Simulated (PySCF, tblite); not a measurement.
# C7H10ClFO: geometry, infrared bands and NMR shifts

Wanted: the infrared bands and NMR shifts of C7H10ClFO (`C=C[C@@H](OC)C(=C)[C@H](F)Cl`), by calculation.

Computed with tblite 0.8.0 and PySCF 2.14.0, with density-fitted response routines of our own, on a single molecule in the gas phase. Atoms count from 0, in the outputs and in this text.

**1. The molecule as given**

20 atoms, charge 0, multiplicity 1; geometry from: force field or distance geometry start.

Bonds of the start (Å): C0–C1 1.33, C1–C2 1.53, C2–O3 1.42, O3–C4 1.43, C2–C5 1.51, C5–C6 1.35, C5–C7 1.51, C7–F8 1.37, C7–Cl9 1.79, C0–H10 1.09, C0–H11 1.08, C1–H12 1.07, C2–H13 1.10, C4–H14 1.10, C4–H15 1.10, C4–H16 1.09, C6–H17 1.10, C6–H18 1.08, C7–H19 1.09.

**2. Geometry optimisation with GFN2-xTB**

Job settings and geometry (Å):

```
{"job": {"kind": "relax", "xc": "GFN2-xTB", "basis": "xTB"}, "charge": 0, "multiplicity": 1}
C     -0.667400     2.289400    -1.242800
C     -0.465100     0.982300    -1.408100
C      0.356900     0.075500    -0.490600
O      0.912700     0.847300     0.568100
C      2.221900     0.407000     0.932400
C     -0.495200    -1.030800     0.093000
C     -0.240600    -2.324500    -0.179000
C     -1.558200    -0.603500     1.069700
F     -1.707200    -1.548000     2.050000
Cl    -3.135100    -0.453900     0.234300
H     -1.279300     2.844900    -1.958100
H     -0.267400     2.839200    -0.399400
H     -0.905800     0.490800    -2.256500
H      1.157300    -0.334800    -1.119600
H      2.906500     0.566800     0.088100
H      2.566600     1.014300     1.779900
H      2.219900    -0.639000     1.232000
H     -0.836200    -3.122100     0.281000
H      0.549100    -2.631300    -0.846200
H     -1.338500     0.341200     1.568800
```

On the command line:

```
> OMP_NUM_THREADS=1 python probes_run.py task.json out
```

This one command runs all jobs of the session in turn.

**Question.** This job is followed by: GFN2-xTB harmonic vibrations, gas phase; GIAO PBE0/pcSseg-1 NMR shielding, non-relativistic, gas phase. Predict these results of the whole session: strongest single infrared mode (GFN2-xTB); zero-point energy (GFN2-xTB); 13C shifts against TMS (PBE0/pcSseg-1); 1H shifts against TMS (PBE0/pcSseg-1, means over atoms taken as alike); 17O shifts against H2O (PBE0/pcSseg-1); 19F shifts against CFCl3 (PBE0/pcSseg-1); 35Cl shifts against HCl (PBE0/pcSseg-1); surface potential, 1st and 99th percentile.

As calculated:

```
                                                              quantity                                               value
                             strongest single infrared mode (GFN2-xTB)                                1045 cm⁻¹, 88 km/mol
                                          zero-point energy (GFN2-xTB)                                       95.5 kcal/mol
                                13C shifts against TMS (PBE0/pcSseg-1)   157.5, 146.7, 125.8, 121.6, 104.8, 87.4, 58.4 ppm
1H shifts against TMS (PBE0/pcSseg-1, means over atoms taken as alike)  6.62, 6.23, 5.96, 5.92, 5.79, 5.57, 4.27, 3.51 ppm
                                17O shifts against H2O (PBE0/pcSseg-1)                                            35.3 ppm
                              19F shifts against CFCl3 (PBE0/pcSseg-1)                                          -161.4 ppm
                               35Cl shifts against HCl (PBE0/pcSseg-1)                                             340 ppm
                                 surface potential, 1st and 99th percentile                                  -0.92 V and 1.07 V
```

What this shows: The optimisation took 101 steps and gained 0.146 eV; among the close pairs (by a distance rule), C5–C6 changed most, from 1.346 to 1.323 Å. All 54 modes are real, so the xTB geometry is a minimum. The strongest single mode, at 1045 cm⁻¹, moves mainly C7 and F8. Unscaled tight-binding wavenumbers are off by several per cent, some by more. Its intensities can rank the bands wrongly. H19 (hydrogen on an allylic sp3 CH bonded to Cl and F) lies farthest downfield among hydrogen, at 6.62 ppm; its carbon carries Cl and F, which withdraws density. At PBE0/pcSseg-1: Shielding is most anisotropic at Cl9 (span 657 ppm, paramagnetic term -537 ppm). By nearest atom (PBE0/pcSseg-1), the HOMO sits on C0, C1 about 31 % each; Cl9 7 % and the LUMO on C5, C6 about 24 % each; Cl9 11 %.
